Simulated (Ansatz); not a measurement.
# CH₅FOSi: a spread of methods and bases

Aim: run CH₅FOSi under a spread of inputs, and see what each costs and gives.

Program: Ansatz 0.2.0, Gaussian basis. Level of theory: the settings change from run to run. These are calculated values, not measurements.

## Step 1: The geometry

An earlier PBE0-D4 in a triple-zeta def2 set relaxation fixed the geometry.

SMILES `CO[SiH2]F`, 9 atoms, charge 0, spin multiplicity 1.

Atoms are counted from 1 here; the program's logs count them from 0.

Bond lengths: C1–O2 1.412 Å, C1–H5 1.093 Å, C1–H6 1.091 Å, C1–H7 1.096 Å, O2–Si3 1.623 Å, Si3–F4 1.598 Å, Si3–H8 1.474 Å, Si3–H9 1.483 Å. Angles: O2–C1–H5 110.6°, O2–C1–H6 108.3°, O2–C1–H7 111.7°, H5–C1–H6 108.8°, H5–C1–H7 108.8°, H6–C1–H7 108.6°, C1–O2–Si3 125.2°, O2–Si3–F4 111.1°, O2–Si3–H8 106.8°, O2–Si3–H9 110.6°, F4–Si3–H8 108.2°, F4–Si3–H9 105.9°, H8–Si3–H9 114.2°.

Coordinates:

```
C    -0.2802    1.1507   -0.6884
O    -0.7436   -0.0642   -0.1380
Si    0.1689   -1.1277    0.6799
F     1.2020   -1.8652   -0.2901
H     0.1896    0.9790   -1.6608
H    -1.1359    1.8136   -0.8230
H     0.4434    1.6435   -0.0290
H    -0.7482   -2.1417    1.2319
H     0.9924   -0.4342    1.7003
```

## Step 2: PBEsol/def2-mTZVP

This run has multiplicity 3.

The input, in.yaml:

```yaml
crystal:
  periodic: [false, false, false]
  atoms:
    - {symbol: C, position_ang: [-0.280151, 1.150704, -0.688409]}
    - {symbol: O, position_ang: [-0.743622, -0.064236, -0.137979]}
    - {symbol: Si, position_ang: [0.168871, -1.127669, 0.679938]}
    - {symbol: F, position_ang: [1.201979, -1.865174, -0.290096]}
    - {symbol: H, position_ang: [0.189553, 0.979012, -1.660793]}
    - {symbol: H, position_ang: [-1.135914, 1.813647, -0.822990]}
    - {symbol: H, position_ang: [0.443391, 1.643456, -0.028981]}
    - {symbol: H, position_ang: [-0.748151, -2.141729, 1.231943]}
    - {symbol: H, position_ang: [0.992444, -0.434213, 1.700268]}
basis:
  gaussian: {orbitals: def2-mTZVP}
magnetization: {spin_polarized: true, initial_magnetization: 2}
hamiltonian: {xc: {name: PBEsol}}
output: {forces: true}
```

Started as:

```console
$ ansatz run in.yaml --threads 2 --pin off --events-out ev --progress --plain --max-ram 32768MiB --backend cpu
```

The log of the run (excerpt; [...] marks lines left out):

```text
Functional definition: PBEsol
  name "PBEsol"
  cite "Perdew et al., Phys. Rev. Lett. 100, 136406 (2008) doi:10.1103/PhysRevLett.100.136406"
  cite "Perdew, Burke & Ernzerhof, Phys. Rev. Lett. 77, 3865 (1996) doi:10.1103/PhysRevLett.77.3865"
  parent pbesol
[...]
913 factors; their error is unknown
[...]
mean field -13712.72711991 eV, -503.9334268365 hartree, gradient 8.1e-6 eV, S^2 2.001625; 8 other end points of the search recorded, 0 dependent functions left out
[...]
reference -13712.72716562 eV, -503.9334285164 hartree; 22, 20 occupied and 77, 79 virtual orbitals, 913 factors
Total energy: -13712.72716562 eV, -503.9334285164 hartree
Atom 0 at    -0.280151     1.150704    -0.688409 Å, force    -0.772329     1.085495    -1.326222 eV/Å
Atom 1 at    -0.743622    -0.064236    -0.137979 Å, force    -1.407520     1.974428    -0.667076 eV/Å
Atom 2 at     0.168871    -1.127669     0.679938 Å, force     0.947249    -2.748646     2.061120 eV/Å
Atom 3 at     1.201979    -1.865174    -0.290096 Å, force     0.615123    -0.061992    -0.979035 eV/Å
Atom 4 at     0.189553     0.979012    -1.660793 Å, force     0.447137    -0.057293    -0.409995 eV/Å
Atom 5 at    -1.135914     1.813647    -0.822990 Å, force    -0.357423     0.044494    -0.073703 eV/Å
Atom 6 at     0.443391     1.643456    -0.028981 Å, force     0.582185    -0.214104     0.429930 eV/Å
Atom 7 at    -0.748151    -2.141729     1.231943 Å, force    -0.234990    -0.371678     0.258237 eV/Å
Atom 8 at     0.992444    -0.434213     1.700268 Å, force     0.180569     0.349297     0.706744 eV/Å
Dipole moment:    -0.084775     0.624014    -0.151218 e Å
```

Run time: 15 s. Hardware: 2 threads, shared host.

Largest force 3.564 eV/Å, dipole 3.11 D, ⟨S²⟩ 2.002.

## Step 3: B3LYP/6-31G*

This run has multiplicity 3, D3(BJ) with three-body dispersion.

in.yaml, as its differences from that of step 2:

```diff
@@ -13,5 +13,5 @@
 basis:
-  gaussian: {orbitals: def2-mTZVP}
+  gaussian: {orbitals: "6-31G*"}
 magnetization: {spin_polarized: true, initial_magnetization: 2}
-hamiltonian: {xc: {name: PBEsol}}
+hamiltonian: {xc: {name: B3LYP}, dispersion: d3bjatm}
 output: {forces: true}
```

The command is unchanged.

The log of the run (excerpt; [...] marks lines left out):

```text
Functional definition: B3LYP
  name "B3LYP"
  cite "Stephens, Devlin, Chabalowski & Frisch, J. Phys. Chem. 98, 11623 (1994) doi:10.1021/j100096a001"
  cite "Becke, Phys. Rev. A 38, 3098 (1988) doi:10.1103/PhysRevA.38.3098"
  cite "Lee, Yang & Parr, Phys. Rev. B 37, 785 (1988) doi:10.1103/PhysRevB.37.785"
  cite "Vosko, Wilk & Nusair, Can. J. Phys. 58, 1200 (1980) doi:10.1139/p80-159"
[...]
722 factors; integrals over basis functions are off by at most 5.6e-4 eV
[...]
mean field -13754.33721071 eV, -505.4625694688 hartree, gradient 9.6e-6 eV, S^2 2.004484; 7 other end points of the search recorded, 0 dependent functions left out
[...]
reference -13754.33743460 eV, -505.4625776967 hartree; 22, 20 occupied and 52, 54 virtual orbitals, 722 factors
Total energy: -13754.58406886 eV, -505.4716413385 hartree
Atom 0 at    -0.280151     1.150704    -0.688409 Å, force    -0.371529     2.307434    -1.670144 eV/Å
Atom 1 at    -0.743622    -0.064236    -0.137979 Å, force    -2.353875     2.392182    -1.744791 eV/Å
Atom 2 at     0.168871    -1.127669     0.679938 Å, force     1.407798    -3.808485     3.837634 eV/Å
Atom 3 at     1.201979    -1.865174    -0.290096 Å, force     0.481006     0.127775    -1.162283 eV/Å
Atom 4 at     0.189553     0.979012    -1.660793 Å, force     0.312187    -0.166230    -0.149551 eV/Å
Atom 5 at    -1.135914     1.813647    -0.822990 Å, force    -0.146625    -0.196216    -0.034016 eV/Å
Atom 6 at     0.443391     1.643456    -0.028981 Å, force     0.322565    -0.473798     0.280658 eV/Å
Atom 7 at    -0.748151    -2.141729     1.231943 Å, force     0.201101    -0.246457     0.171989 eV/Å
Atom 8 at     0.992444    -0.434213     1.700268 Å, force     0.147371     0.063796     0.470504 eV/Å
Dipole moment:    -0.054325     0.717160    -0.260196 e Å
```

Run time: 12 s. Hardware: 2 threads, shared host.

Largest force 5.587 eV/Å, dipole 3.67 D, ⟨S²⟩ 2.004.

## Step 4: B3LYP5/def2-TZVP

This run has charge -1, multiplicity 2, a grid of angular degree 11.

in.yaml, as its differences from that of step 3:

```diff
@@ -13,5 +13,5 @@
 basis:
-  gaussian: {orbitals: "6-31G*"}
-magnetization: {spin_polarized: true, initial_magnetization: 2}
-hamiltonian: {xc: {name: B3LYP}, dispersion: d3bjatm}
-output: {forces: true}
+  gaussian: {orbitals: def2-TZVP, final_grid: {core_spheres: 5, valence_spheres: 4, degree: 11}}
+total_charge: -1
+magnetization: {spin_polarized: true, initial_magnetization: 1}
+hamiltonian: {xc: {name: B3LYP5}}
```

The command is unchanged.

The log of the run (excerpt; [...] marks lines left out):

```text
Functional definition: B3LYP5
  name "B3LYP5"
  cite "Stephens, Devlin, Chabalowski & Frisch, J. Phys. Chem. 98, 11623 (1994) doi:10.1021/j100096a001"
  cite "Becke, Phys. Rev. A 38, 3098 (1988) doi:10.1103/PhysRevA.38.3098"
  cite "Lee, Yang & Parr, Phys. Rev. B 37, 785 (1988) doi:10.1103/PhysRevB.37.785"
  cite "Vosko, Wilk & Nusair, Can. J. Phys. 58, 1200 (1980) doi:10.1139/p80-159"
[...]
968 factors; their error is unknown
[...]
mean field -13759.60676038 eV, -505.6562218474 hartree, gradient 6.2e-6 eV, S^2 0.750993; 6 other end points of the search recorded, 0 dependent functions left out
reference -13759.60715487 eV, -505.6562363446 hartree; 22, 21 occupied and 138, 139 virtual orbitals, 968 factors
Total energy: -13759.60715487 eV, -505.6562363446 hartree
```

Run time: 19 s. Hardware: 2 threads, shared host; peak memory 0.55 GiB.

⟨S²⟩ 0.751.

## Step 5: revPBE0/def2-mTZVPP

Set apart from the defaults: unrestricted orbitals, density fitting with def2-universal-jkfit, D3(BJ) dispersion.

in.yaml, as its differences from that of step 4:

```diff
@@ -13,5 +13,4 @@
 basis:
-  gaussian: {orbitals: def2-TZVP, final_grid: {core_spheres: 5, valence_spheres: 4, degree: 11}}
-total_charge: -1
-magnetization: {spin_polarized: true, initial_magnetization: 1}
-hamiltonian: {xc: {name: B3LYP5}}
+  gaussian: {orbitals: def2-mTZVPP, fitting: {mean_field: def2-universal-jkfit}}
+magnetization: {spin_polarized: true, initial_magnetization: 0}
+hamiltonian: {xc: {name: revPBE0}, dispersion: d3bj}
```

The command is unchanged.

The log of the run:

```text
Functional definition: revPBE0
  name "revPBE0"
  cite "Zhang & Yang, Phys. Rev. Lett. 80, 890 (1998) doi:10.1103/PhysRevLett.80.890"
  cite "Adamo & Barone, J. Chem. Phys. 110, 6158 (1999) doi:10.1063/1.478522"
  cite "Perdew, Burke & Ernzerhof, Phys. Rev. Lett. 77, 3865 (1996) doi:10.1103/PhysRevLett.77.3865"
  parameter a = 0.25
  parameter kappa = 1.245
  parameter beta = 0.06672455060314922
  exchange = (1 - a)*pbe_x(kappa = kappa, mu = beta*pi^2/3) + a*exact_x
  correlation = pbe_c(beta = beta)
447 factors; integrals over basis functions are off by at most 1.6e0 eV
mean field evaluation 1: about -13755.4419 eV, gradient 4.0e1 eV
mean field evaluation 2: about -13748.4010 eV, gradient 6.0e1 eV
mean field evaluation 4: about -13760.5614 eV, gradient 2.7e0 eV
mean field evaluation 8: about -13760.5861 eV, gradient 2.7e-2 eV
mean field -13760.58611738 eV, -505.6922125534 hartree, gradient 2.6e-5 eV, S^2 0.000000; 0 other end points of the search recorded, 0 dependent functions left out
reference -13760.58615079 eV, -505.6922137814 hartree; 21, 21 occupied and 98, 98 virtual orbitals, 447 factors
Total energy: -13760.89791759 eV, -505.7036710000 hartree
```

Run time: 2.7 s. Hardware: 2 threads, shared host.

⟨S²⟩ 0.000.

## Step 6: BHLYP/def2-TZVPD

Options: the search for lower states set to full.

in.yaml, as its differences from that of step 5:

```diff
@@ -13,4 +13,5 @@
 basis:
-  gaussian: {orbitals: def2-mTZVPP, fitting: {mean_field: def2-universal-jkfit}}
-magnetization: {spin_polarized: true, initial_magnetization: 0}
-hamiltonian: {xc: {name: revPBE0}, dispersion: d3bj}
+  gaussian: {orbitals: def2-TZVPD}
+hamiltonian: {xc: {name: BHLYP}}
+scf: {lower_state_search: full}
+output: {forces: true}
```

Same command.

The log of the run (excerpt; [...] marks lines left out):

```text
Functional definition: BHLYP
  name "BHLYP"
  cite "Becke, J. Chem. Phys. 98, 1372 (1993) doi:10.1063/1.464304"
  cite "Becke, Phys. Rev. A 38, 3098 (1988) doi:10.1103/PhysRevA.38.3098"
  cite "Lee, Yang & Parr, Phys. Rev. B 37, 785 (1988) doi:10.1103/PhysRevB.37.785"
[...]
1223 factors; their error is unknown
[...]
mean field -13763.01111564 eV, -505.7813295957 hartree, gradient 6.0e-5 eV, S^2 0.000000; 0 other end points of the search recorded, 0 dependent functions left out
[...]
reference -13763.01130708 eV, -505.7813366309 hartree; 21, 21 occupied and 184, 184 virtual orbitals, 1223 factors
Total energy: -13763.01130708 eV, -505.7813366309 hartree
Atom 0 at    -0.280151     1.150704    -0.688409 Å, force    -0.002880     0.177711    -0.109637 eV/Å
Atom 1 at    -0.743622    -0.064236    -0.137979 Å, force     0.399242    -0.075735     0.123956 eV/Å
Atom 2 at     0.168871    -1.127669     0.679938 Å, force    -0.054004    -0.030600    -0.103304 eV/Å
Atom 3 at     1.201979    -1.865174    -0.290096 Å, force    -0.283532     0.213877     0.242652 eV/Å
Atom 4 at     0.189553     0.979012    -1.660793 Å, force    -0.139997     0.035291     0.284780 eV/Å
Atom 5 at    -1.135914     1.813647    -0.822990 Å, force     0.250527    -0.200414     0.042758 eV/Å
Atom 6 at     0.443391     1.643456    -0.028981 Å, force    -0.216971    -0.157828    -0.176718 eV/Å
Atom 7 at    -0.748151    -2.141729     1.231943 Å, force     0.207658     0.180382    -0.098311 eV/Å
Atom 8 at     0.992444    -0.434213     1.700268 Å, force    -0.160042    -0.142683    -0.206175 eV/Å
Dipole moment:    -0.024179     0.334606     0.092878 e Å
```

Wall time 8.5 s (2 threads, shared host); peak memory 0.51 GiB.

Largest force 0.430 eV/Å, dipole 1.67 D.

## Step 7: B97/def2-mTZVP

Set apart from the defaults: a grid of angular degree 11, relativity set to scalar.

in.yaml, as its differences from that of step 6:

```diff
@@ -13,5 +13,3 @@
 basis:
-  gaussian: {orbitals: def2-TZVPD}
-hamiltonian: {xc: {name: BHLYP}}
-scf: {lower_state_search: full}
-output: {forces: true}
+  gaussian: {orbitals: def2-mTZVP, final_grid: {core_spheres: 5, valence_spheres: 4, degree: 11}}
+hamiltonian: {xc: {name: B97}, pseudopotentials: {relativity: scalar}}
```

The command is unchanged.

The log of the run (excerpt; [...] marks lines left out):

```text
Functional definition: B97
  name "B97"
  cite "Becke, J. Chem. Phys. 107, 8554 (1997) doi:10.1063/1.475007"
[...]
      + integral(e_c_pw_opposite_spin*poly(b97_u_opposite, cos0, cos1, cos2))
922 factors; their error is unknown
[...]
mean field -13780.46036126 eV, -506.4225775449 hartree, gradient 3.0e-5 eV, S^2 0.000000; 0 other end points of the search recorded, 0 dependent functions left out
reference -13780.46037536 eV, -506.4225780629 hartree; 21, 21 occupied and 78, 78 virtual orbitals, 922 factors
Total energy: -13780.46037536 eV, -506.4225780629 hartree
Relativity: scalar
```

Run time: 1.7 s. Hardware: 2 threads, shared host.

## Step 8: HF/cc-pVTZ-DK

Options: relativity set to scalar.

in.yaml, as its differences from that of step 7:

```diff
@@ -13,3 +13,4 @@
 basis:
-  gaussian: {orbitals: def2-mTZVP, final_grid: {core_spheres: 5, valence_spheres: 4, degree: 11}}
-hamiltonian: {xc: {name: B97}, pseudopotentials: {relativity: scalar}}
+  gaussian: {orbitals: cc-pVTZ-DK}
+hamiltonian: {xc: {name: HF}, pseudopotentials: {relativity: scalar}}
+output: {forces: true}
```

Same command.

The log of the run (excerpt; [...] marks lines left out):

```text
Functional definition: HF
  name "HF"
  cite "Fock, Z. Phys. 61, 126 (1930) doi:10.1007/BF01340294"
  parent pbe
[...]
1268 factors; their error is unknown
[...]
mean field -13740.86296321 eV, -504.9674000064 hartree, gradient 1.2e-5 eV, S^2 0.000000; 0 other end points of the search recorded, 0 dependent functions left out
[...]
reference -13740.86296321 eV, -504.9674000064 hartree; 21, 21 occupied and 173, 173 virtual orbitals, 1268 factors
Total energy: -13740.86296321 eV, -504.9674000064 hartree
Relativity: scalar
Atom 0 at    -0.280151     1.150704    -0.688409 Å, force    -0.071424     0.114052    -0.104743 eV/Å
Atom 1 at    -0.743622    -0.064236    -0.137979 Å, force     0.544998     0.088348     0.050244 eV/Å
Atom 2 at     0.168871    -1.127669     0.679938 Å, force    -0.026567    -0.081606    -0.238441 eV/Å
Atom 3 at     1.201979    -1.865174    -0.290096 Å, force    -0.376588     0.295747     0.299837 eV/Å
Atom 4 at     0.189553     0.979012    -1.660793 Å, force    -0.167730     0.035994     0.352067 eV/Å
Atom 5 at    -1.135914     1.813647    -0.822990 Å, force     0.306249    -0.247944     0.055483 eV/Å
Atom 6 at     0.443391     1.643456    -0.028981 Å, force    -0.264746    -0.193151    -0.216689 eV/Å
Atom 7 at    -0.748151    -2.141729     1.231943 Å, force     0.192783     0.125043    -0.046232 eV/Å
Atom 8 at     0.992444    -0.434213     1.700268 Å, force    -0.136975    -0.136485    -0.151526 eV/Å
Dipole moment:    -0.021029     0.345598     0.091788 e Å
```

Wall time 4.5 s (2 threads, shared host); peak memory 0.45 GiB.

Largest force 0.565 eV/Å, dipole 1.72 D.

## Step 9: wB97X/def2-TZVPD

Set apart from the defaults: atoms shaken by 0.15 Å, the search for lower states set to light.

The input, in.yaml:

```yaml
crystal:
  periodic: [false, false, false]
  atoms:
    - {symbol: C, position_ang: [-0.312362, 0.891691, -0.647219]}
    - {symbol: O, position_ang: [-0.667220, -0.052239, -0.353455]}
    - {symbol: Si, position_ang: [-0.080688, -0.940951, 0.834455]}
    - {symbol: F, position_ang: [1.201147, -1.587818, -0.273651]}
    - {symbol: H, position_ang: [0.197192, 0.849458, -1.746252]}
    - {symbol: H, position_ang: [-1.297278, 1.654319, -0.831486]}
    - {symbol: H, position_ang: [0.469695, 1.410161, -0.125889]}
    - {symbol: H, position_ang: [-0.714535, -1.985971, 1.433039]}
    - {symbol: H, position_ang: [0.844942, -0.440209, 1.560501]}
basis:
  gaussian: {orbitals: def2-TZVPD}
hamiltonian: {xc: {name: wB97X}}
scf: {lower_state_search: light}
```

Launched as before.

The log of the run (excerpt; [...] marks lines left out):

```text
Functional definition: wB97X
  name "wB97X"
  cite "Chai & Head-Gordon, J. Chem. Phys. 128, 084106 (2008) doi:10.1063/1.2834918"
  cite "Becke, J. Chem. Phys. 107, 8554 (1997) doi:10.1063/1.475007"
[...]
  # The coefficients of nought are those of the uniform gas.
[...]
      + exact_x_lr(omega)
[...]
      + integral(e_c_pw_opposite_spin*poly(b97_u_opposite, 1, cos1, cos2, cos3, cos4))
1094 factors; their error is unknown
401 factors; integrals over basis functions are off by at most 1.8e-5 eV
[...]
mean field -13756.95942639 eV, -505.5589341177 hartree, gradient 3.2e-5 eV, S^2 0.000000; 0 other end points of the search recorded, 0 dependent functions left out
reference -13756.95938314 eV, -505.5589325285 hartree; 21, 21 occupied and 184, 184 virtual orbitals, 1094 factors
Total energy: -13756.95938314 eV, -505.5589325285 hartree
```

Run time: 11 s. Hardware: 2 threads, shared host; peak memory 0.49 GiB.

## Step 10: BLYP/def2-mTZVPP

This run has atoms shaken by 0.08 Å, density fitting with def2-universal-jkfit, D3(BJ) dispersion.

The input, in.yaml:

```yaml
crystal:
  periodic: [false, false, false]
  atoms:
    - {symbol: C, position_ang: [-0.350572, 0.999054, -0.616741]}
    - {symbol: O, position_ang: [-0.750632, -0.075846, -0.061513]}
    - {symbol: Si, position_ang: [0.288590, -1.134494, 0.763993]}
    - {symbol: F, position_ang: [1.165313, -1.815891, -0.262389]}
    - {symbol: H, position_ang: [0.119972, 0.942000, -1.558591]}
    - {symbol: H, position_ang: [-1.184808, 1.909773, -0.805825]}
    - {symbol: H, position_ang: [0.340501, 1.735350, 0.010321]}
    - {symbol: H, position_ang: [-0.850787, -2.127705, 1.332870]}
    - {symbol: H, position_ang: [0.927895, -0.398832, 1.629119]}
basis:
  gaussian: {orbitals: def2-mTZVPP, fitting: {mean_field: def2-universal-jkfit}}
hamiltonian: {xc: {name: BLYP}, dispersion: d3bj}
```

Same command.

The log of the run:

```text
Functional definition: BLYP
  name "BLYP"
  cite "Becke, Phys. Rev. A 38, 3098 (1988) doi:10.1103/PhysRevA.38.3098"
  cite "Lee, Yang & Parr, Phys. Rev. B 37, 785 (1988) doi:10.1103/PhysRevB.37.785"
  parameter beta = 0.0042
  parameter a = 0.04918
  parameter b = 0.132
  parameter c = 0.2533
  parameter d = 0.349
  exchange = b88_x(beta = beta)
  correlation = lyp_c(a = a, b = b, c = c, d = d)
447 factors; integrals over basis functions are off by at most 1.6e0 eV
mean field evaluation 1: about -13751.3206 eV, gradient 7.7e1 eV
mean field evaluation 2: about -13690.3369 eV, gradient 1.8e2 eV
mean field evaluation 4: about -13761.3911 eV, gradient 1.8e1 eV
mean field evaluation 8: about -13761.8655 eV, gradient 2.8e-1 eV
mean field evaluation 16: about -13761.8640 eV, gradient 8.0e-5 eV
mean field -13761.86395752 eV, -505.7391723124 hartree, gradient 8.0e-5 eV, S^2 0.000000; 0 other end points of the search recorded, 0 dependent functions left out
reference -13761.86427763 eV, -505.7391840761 hartree; 21, 21 occupied and 98, 98 virtual orbitals, 447 factors
Total energy: -13762.16890155 eV, -505.7503787990 hartree
```

Run time: 1.6 s. Hardware: 2 threads, shared host.

## Step 11: All runs side by side

| level | charge | multiplicity | geometry | functions | energy (eV) | time |
| --- | --- | --- | --- | --- | --- | --- |
| PBEsol/def2-mTZVP | 0 | 3 | relaxed | 99 | -13712.727 | 15 s |
| B3LYP/6-31G* | 0 | 3 | relaxed | 74 | -13754.584 | 12 s |
| B3LYP5/def2-TZVP | -1 | 2 | relaxed | 160 | -13759.607 | 19 s |
| revPBE0/def2-mTZVPP | 0 | 1 | relaxed | 119 | -13760.898 | 2.7 s |
| BHLYP/def2-TZVPD | 0 | 1 | relaxed | 205 | -13763.011 | 8.5 s |
| B97/def2-mTZVP | 0 | 1 | relaxed | 99 | -13780.460 | 1.7 s |
| HF/cc-pVTZ-DK | 0 | 1 | relaxed | 194 | -13740.863 | 4.5 s |
| wB97X/def2-TZVPD | 0 | 1 | shaken | 205 | -13756.959 | 11 s |
| BLYP/def2-mTZVPP | 0 | 1 | shaken | 119 | -13762.169 | 1.6 s |

## Step 12: Results

| quantity | value |
| --- | --- |
| runs | 9 |
| quickest | BLYP/def2-mTZVPP, 1.6 s |
| slowest | B3LYP5/def2-TZVP, 19 s |
| spread of total energies, same state and geometry | 39.6 eV |
| dipole, same state and geometry | 1.67 to 1.72 D |

What this shows: B3LYP5/def2-TZVP took 12 times as long as BLYP/def2-mTZVPP. The jobs differ in tasks and options as well as level. The totals spread over 40 eV; they can't be compared across methods or bases. Some of these runs are scalar-relativistic and others not, which shifts the totals of all-electron atoms past neon by eV; core potentials, where a basis has them, take the core out of the total altogether. At the PBE0-D4/def2-TZVP geometry and in the same state, runs without warnings or point charges leave forces up to 0.56 eV/Å (HF/cc-pVTZ-DK).
